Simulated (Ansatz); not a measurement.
# BCl₂F: an energy map over bond length B2–Cl3 and bond length B2–Cl4

How does the energy of BCl₂F, SMILES FB(Cl)Cl change over two coordinates at once? A grid of runs gives the map.

Program: Ansatz 0.2.0. Level of theory: RKS PBE0-D4/def2-TZVP. These are calculated values, not measurements.

**1. Starting geometry**

SMILES `FB(Cl)Cl`, 4 atoms, charge 0, spin multiplicity 1.

Atoms are counted from 1 here; the program's logs count them from 0.

Bond lengths: F1–B2 1.323 Å, B2–Cl3 1.753 Å, B2–Cl4 1.753 Å. Angles: F1–B2–Cl3 119.2°, F1–B2–Cl4 119.2°, Cl3–B2–Cl4 121.6°.

Coordinates:

```mol
BCl2F
  3D, bonds by distance, orders not assigned

  4  3  0  0  0  0  0  0  0  0999 V2000
    0.1311   -1.1974   -0.7832 F   0  0
    0.0221   -0.0960   -0.0583 B   0  0
   -1.5497    0.3636    0.5682 Cl  0  0
    1.4519    0.8695    0.2531 Cl  0  0
  1  2  8  0
  2  3  8  0
  2  4  8  0
M  END
```

**2. Geometry optimisation**

The input, input.yaml:

```yaml
crystal:
  periodic: [false, false, false]
  atoms:
    - { symbol: F, position_ang: [0.131134, -1.197365, -0.783219] }
    - { symbol: B, position_ang: [0.022148, -0.096023, -0.058295] }
    - { symbol: Cl, position_ang: [-1.549685, 0.363612, 0.56815] }
    - { symbol: Cl, position_ang: [1.451903, 0.869477, 0.253064] }
basis:
  gaussian: { orbitals: def2-TZVP }
hamiltonian:
  xc: pbe0
  dispersion: d4
output:
  forces: true
relax:
  f_tol: 0.003
  max_steps: 120
```

Started as:

```bash
$ ansatz run input.yaml --threads 1 --pin off --max-ram 2560MiB --backend cpu --events-out ev --progress --plain --runs-dir out
```

What it wrote, cut to the lines that bear on the results:

```text
Warning: RAYON_NUM_THREADS=1 ignored (pool sized by the plan → 1); use --threads N
[...]
Functional definition: PBE0
[...]
861 factors; their error is unknown
[...]
mean field -28432.79131339 eV, -1044.8858083290 hartree, gradient 4.8e-5 eV, S^2 0.000000; 0 other end points of the search recorded, 0 dependent functions left out
[...]
reference -28432.79133769 eV, -1044.8858092221 hartree; 24, 24 occupied and 112, 112 virtual orbitals, 861 factors
relax step   1: F+E_penalty+E_count = -28432.87148974 eV  Δ(F+E_penalty+E_count) = +0.000e0 eV  max|allowed force component| = 5.488e-1 eV/Å  Δτ_max = 0.0000 Å  (24 SCF iters, accepted)
[...]
relax step   3: F+E_penalty+E_count = -28432.88196493 eV  Δ(F+E_penalty+E_count) = -1.992e-3 eV  max|allowed force component| = 1.255e-2 eV/Å  Δτ_max = 0.0061 Å  (28 SCF iters, accepted)
[...]
relax step   4: F+E_penalty+E_count = -28432.88197110 eV  Δ(F+E_penalty+E_count) = -6.170e-6 eV  max|allowed force component| = 9.249e-4 eV/Å  Δτ_max = 0.0004 Å  (19 SCF iters, accepted)
861 factors; their error is unknown
mean field -28432.80153395 eV, -1044.8861839277 hartree, gradient 3.0e-5 eV, S^2 0.000000; 1 other end points of the search recorded, 0 dependent functions left out
[...]
reference -28432.80155826 eV, -1044.8861848209 hartree; 24, 24 occupied and 112, 112 virtual orbitals, 861 factors
Total energy: -28432.88199540 eV, -1044.8891408315 hartree
Atom 0 at     0.130316    -1.186797    -0.776161 Å, force     0.000106    -0.000925    -0.000574 eV/Å
Atom 1 at     0.021926    -0.096071    -0.058370 Å, force    -0.000032    -0.000015    -0.000099 eV/Å
Atom 2 at    -1.536351     0.360591     0.563363 Å, force     0.000519     0.000564     0.000278 eV/Å
Atom 3 at     1.439609     0.861979     0.250868 Å, force    -0.000594     0.000375     0.000394 eV/Å
Dipole moment:    -0.005114     0.051481     0.033882 e Å
```

Run time: 6.2 s. Hardware: 1 thread of AMD EPYC 9R45 (Zen 5), shared host; peak memory 0.27 GiB.

Along the way:

```
step  energy from step 1 (eV)  largest force component (eV/Å)
   1                   0.0000                          0.5488
   2                  -0.0085                          0.2179
   3                  -0.0105                          0.0126
   4                  -0.0105                          0.0009
```

Distances of close pairs at the start and the end, largest changes first:

```
  bond  before (Å)  after (Å)  change (Å)
B2–Cl3       1.753      1.739      -0.015
B2–Cl4       1.753      1.739      -0.014
 F1–B2       1.323      1.310      -0.013
```

**3. The grid**

- bond length B2–Cl3: 15 values from 1.530 to 2.173 Å
- bond length B2–Cl4: 15 values from 1.495 to 2.434 Å

Nothing else is relaxed (all other coordinates rigid). Energies count from the relaxed molecule at the same level. Points are written as (first, second).

Below, 3 of the grid's runs; all are launched alike.

**4. Point (1.944 Å, 2.099 Å)**

The input, input.yaml:

```yaml
crystal:
  periodic: [false, false, false]
  atoms:
    - { symbol: F, position_ang: [0.130316, -1.186797, -0.776161] }
    - { symbol: B, position_ang: [0.021926, -0.096071, -0.05837] }
    - { symbol: Cl, position_ang: [-1.720278, 0.414492, 0.636747] }
    - { symbol: Cl, position_ang: [1.73332, 1.060464, 0.314935] }
basis:
  gaussian: { orbitals: def2-TZVP }
hamiltonian:
  xc: pbe0
  dispersion: d4
output:
  forces: true
```

Started as:

```bash
$ ansatz run input.yaml --threads 1 --pin off --max-ram 2560MiB --backend cpu --events-out ev --progress --plain --runs-dir out
```

What it wrote, cut to the lines that bear on the results:

```text
Warning: RAYON_NUM_THREADS=1 ignored (pool sized by the plan → 1); use --threads N
[...]
[... 1 set-up line as earlier in the session ...]
[...]
861 factors; their error is unknown
[...]
mean field -28431.37423594 eV, -1044.8337316930 hartree, gradient 5.9e-5 eV, S^2 0.000000; 0 other end points of the search recorded, 0 dependent functions left out
[...]
reference -28431.37426104 eV, -1044.8337326158 hartree; 24, 24 occupied and 112, 112 virtual orbitals, 861 factors
Total energy: -28431.45152258 eV, -1044.8365719248 hartree
Atom 0 at     0.130316    -1.186797    -0.776161 Å, force     0.057632     1.337898     0.840013 eV/Å
Atom 1 at     0.021926    -0.096071    -0.058370 Å, force     0.056983     1.691610     1.065300 eV/Å
Atom 2 at    -1.720278     0.414492     0.636747 Å, force     3.302448    -0.784967    -1.201155 eV/Å
Atom 3 at     1.733320     1.060464     0.314935 Å, force    -3.417063    -2.244540    -0.704158 eV/Å
Dipole moment:    -0.120614    -0.130705    -0.057641 e Å
```

Run time: 1.2 s. Hardware: 1 thread of AMD EPYC 9R45 (Zen 5), shared host; peak memory 0.25 GiB.

On the map this point reads 138 kJ/mol.

**5. The run at (1.944 Å, 1.965 Å)**

input.yaml, as its differences from that of step 4:

```diff
@@ -6,3 +6,3 @@
     - { symbol: Cl, position_ang: [-1.720278, 0.414492, 0.636747] }
-    - { symbol: Cl, position_ang: [1.73332, 1.060464, 0.314935] }
+    - { symbol: Cl, position_ang: [1.624065, 0.986631, 0.291103] }
 basis:
```

Started as:

```bash
$ ansatz run input.yaml --threads 1 --pin off --max-ram 2560MiB --backend cpu --events-out ev --progress --plain --runs-dir out
```

What it wrote, cut to the lines that bear on the results:

```text
Warning: RAYON_NUM_THREADS=1 ignored (pool sized by the plan → 1); use --threads N
[...]
[... 1 set-up line as earlier in the session ...]
[...]
861 factors; their error is unknown
[...]
mean field -28431.89875950 eV, -1044.8530075786 hartree, gradient 7.5e-5 eV, S^2 0.000000; 0 other end points of the search recorded, 0 dependent functions left out
[...]
reference -28431.89878438 eV, -1044.8530084928 hartree; 24, 24 occupied and 112, 112 virtual orbitals, 861 factors
Total energy: -28431.97631467 eV, -1044.8558576784 hartree
Atom 0 at     0.130316    -1.186797    -0.776161 Å, force    -0.077481     1.071370     0.698928 eV/Å
Atom 1 at     0.021926    -0.096071    -0.058370 Å, force    -0.093230     1.643107     1.066299 eV/Å
Atom 2 at    -1.720278     0.414492     0.636747 Å, force     3.152128    -0.806954    -1.183243 eV/Å
Atom 3 at     1.624065     0.986631     0.291103 Å, force    -2.981417    -1.907524    -0.581984 eV/Å
Dipole moment:    -0.010996    -0.074097    -0.044858 e Å
```

Run time: 1.3 s. Hardware: 1 thread of AMD EPYC 9R45 (Zen 5), shared host; peak memory 0.25 GiB.

That is 87 kJ/mol from the zero.

**6. Point (1.714 Å, 1.764 Å)**

The input, input.yaml:

```yaml
crystal:
  periodic: [false, false, false]
  atoms:
    - { symbol: F, position_ang: [0.130316, -1.186797, -0.776161] }
    - { symbol: B, position_ang: [0.021926, -0.096071, -0.05837] }
    - { symbol: Cl, position_ang: [-1.514153, 0.354086, 0.554506] }
    - { symbol: Cl, position_ang: [1.460182, 0.875881, 0.255355] }
basis:
  gaussian: { orbitals: def2-TZVP }
hamiltonian:
  xc: pbe0
  dispersion: d4
output:
  forces: true
```

Started as:

```bash
$ ansatz run input.yaml --threads 1 --pin off --max-ram 2560MiB --backend cpu --events-out ev --progress --plain --runs-dir out
```

What it wrote, cut to the lines that bear on the results:

```text
Warning: RAYON_NUM_THREADS=1 ignored (pool sized by the plan → 1); use --threads N
[...]
[... 1 set-up line as earlier in the session ...]
[...]
861 factors; their error is unknown
[...]
mean field -28432.78767140 eV, -1044.8856744883 hartree, gradient 1.7e-5 eV, S^2 0.000000; 0 other end points of the search recorded, 0 dependent functions left out
[...]
reference -28432.78769570 eV, -1044.8856753813 hartree; 24, 24 occupied and 112, 112 virtual orbitals, 861 factors
Total energy: -28432.86813207 eV, -1044.8886313635 hartree
Atom 0 at     0.130316    -1.186797    -0.776161 Å, force     0.097421     0.013406    -0.012108 eV/Å
Atom 1 at     0.021926    -0.096071    -0.058370 Å, force     0.819663     0.112127    -0.102707 eV/Å
Atom 2 at    -1.514153     0.354086     0.554506 Å, force    -0.507938     0.186087     0.226407 eV/Å
Atom 3 at     1.460182     0.875881     0.255355 Å, force    -0.409146    -0.311621    -0.111593 eV/Å
Dipole moment:    -0.048575     0.043915     0.038291 e Å
```

It took 1.2 s on 1 thread of AMD EPYC 9R45 (Zen 5), shared host; peak memory 0.25 GiB.

Energy on the map's scale: 1.3 kJ/mol.

**7. The map**

225 points were computed. Energies in kJ/mol, from the relaxed molecule at the same level:

| bond length B2–Cl4 (Å) ↓, bond length B2–Cl3 (Å) → | 1.530 | 1.576 | 1.622 | 1.668 | 1.714 | 1.760 | 1.806 | 1.852 | 1.898 | 1.944 | 1.990 | 2.036 | 2.082 | 2.128 | 2.173 |
| --- | --- | --- | --- | --- | --- | --- | --- | --- | --- | --- | --- | --- | --- | --- | --- |
| 2.434 | 270 | 244 | 228 | 220 | 219 | 223 | 232 | 244 | 258 | 274 | 291 | 310 | 329 | 348 | 367 |
| 2.367 | 246 | 219 | 203 | 195 | 194 | 198 | 206 | 217 | 231 | 247 | 265 | 283 | 302 | 321 | 340 |
| 2.300 | 221 | 194 | 177 | 169 | 167 | 171 | 179 | 191 | 204 | 220 | 237 | 256 | 275 | 294 | 313 |
| 2.233 | 196 | 169 | 152 | 143 | 141 | 145 | 152 | 164 | 177 | 193 | 210 | 228 | 247 | 266 | 285 |
| 2.166 | 172 | 144 | 126 | 117 | 115 | 118 | 126 | 136 | 150 | 165 | 182 | 200 | 219 | 238 | 257 |
| 2.099 | 148 | 120 | 102 | 92 | 89 | 92 | 99 | 110 | 123 | 138 | 155 | 172 | 191 | 210 | 229 |
| 2.032 | 126 | 97 | 78 | 68 | 65 | 67 | 74 | 84 | 97 | 112 | 128 | 146 | 164 | 183 | 201 |
| 1.965 | 106 | 76 | 57 | 46 | 43 | 44 | 51 | 60 | 73 | 87 | 103 | 121 | 139 | 157 | 176 |
| 1.898 | 89 | 59 | 39 | 28 | 23 | 25 | 31 | 40 | 52 | 66 | 82 | 98 | 116 | 134 | 153 |
| 1.831 | 78 | 47 | 26 | 14 | 9 | 10 | 15 | 24 | 35 | 49 | 64 | 81 | 98 | 116 | 134 |
| 1.764 | 74 | 41 | 20 | 7 | 1 | 1 | 6 | 14 | 25 | 38 | 53 | 69 | 86 | 104 | 121 |
| 1.697 | 79 | 46 | 23 | 10 | 3 | 3 | 6 | 14 | 24 | 37 | 51 | 67 | 83 | 101 | 118 |
| 1.629 | 99 | 64 | 41 | 26 | 19 | 17 | 20 | 27 | 37 | 49 | 62 | 77 | 93 | 110 | 127 |
| 1.562 | 137 | 101 | 76 | 61 | 52 | 50 | 52 | 58 | 67 | 78 | 91 | 106 | 121 | 137 | 154 |
| 1.495 | 200 | 163 | 137 | 120 | 111 | 107 | 108 | 113 | 122 | 132 | 144 | 158 | 173 | 189 | 204 |

On the same grid, largest force on an atom (eV/Å):

```tsv
bond length B2–Cl4 (Å) ↓, bond length B2–Cl3 (Å) →	1.530	1.576	1.622	1.668	1.714	1.760	1.806	1.852	1.898	1.944	1.990	2.036	2.082	2.128	2.173
2.434	8.3	6.0	4.2	3.9	3.9	3.9	4.0	4.0	4.0	4.0	4.1	4.2	4.3	4.4	4.4
2.367	8.4	6.1	4.3	4.0	4.0	4.0	4.1	4.1	4.1	4.1	4.2	4.2	4.3	4.4	4.4
2.300	8.6	6.3	4.5	4.0	4.1	4.1	4.1	4.2	4.2	4.2	4.3	4.3	4.3	4.4	4.4
2.233	8.7	6.4	4.6	4.0	4.1	4.1	4.2	4.2	4.2	4.3	4.3	4.3	4.3	4.4	4.4
2.166	8.8	6.5	4.8	4.0	4.0	4.1	4.1	4.2	4.2	4.2	4.3	4.3	4.3	4.4	4.4
2.099	8.8	6.6	4.8	3.8	3.9	3.9	4.0	4.1	4.1	4.1	4.2	4.2	4.3	4.3	4.3
2.032	8.8	6.6	4.8	3.6	3.6	3.7	3.8	3.8	3.9	3.9	4.0	4.0	4.2	4.3	4.3
1.965	8.7	6.5	4.7	3.4	3.2	3.3	3.4	3.5	3.5	3.6	3.8	4.0	4.1	4.2	4.3
1.898	8.5	6.2	4.4	3.1	2.6	2.7	2.8	2.9	3.0	3.4	3.7	3.9	4.1	4.2	4.2
1.831	8.5	5.8	4.0	2.6	1.8	1.9	2.0	2.3	2.9	3.3	3.6	3.8	4.0	4.1	4.2
1.764	8.7	6.0	3.8	2.0	0.8	0.6	1.5	2.2	2.7	3.2	3.5	3.7	3.9	4.0	4.1
1.697	8.9	6.2	4.0	2.2	1.2	1.1	1.7	2.2	2.6	3.1	3.4	3.6	3.8	3.9	4.0
1.629	9.2	6.4	4.2	3.8	3.6	3.5	3.6	3.9	4.2	4.4	4.5	4.6	4.6	4.6	4.5
1.562	9.5	7.4	7.3	7.1	6.9	6.8	6.6	6.6	6.9	7.0	7.1	7.2	7.2	7.2	7.1
1.495	12.2	11.9	11.7	11.5	11.4	11.2	11.0	10.9	10.8	10.9	10.9	11.0	11.0	11.0	10.9
```

**8. What came out**

```
                       quantity                                                                             value
                   lowest point                                                    (1.714 Å, 1.764 Å), 1.3 kJ/mol
         highest computed point                                   (2.173 Å, 2.434 Å), 366 kJ/mol above the lowest
largest force on an atom (eV/Å)  0.6 at (1.760 Å, 1.764 Å) to 12.2 at (1.530 Å, 1.495 Å); 0.8 at the lowest point
        time for the whole task                                                  4.8 min on 1 thread, shared host
```

In words: The lowest computed point is at (1.714 Å, 1.764 Å), 1.3 kJ/mol from the relaxed molecule at the same level. No other kind of well shows on this grid. The highest computed point, (2.173 Å, 2.434 Å), lies 366 kJ/mol above the lowest. Round the minimum the two coordinates are nearly uncoupled.
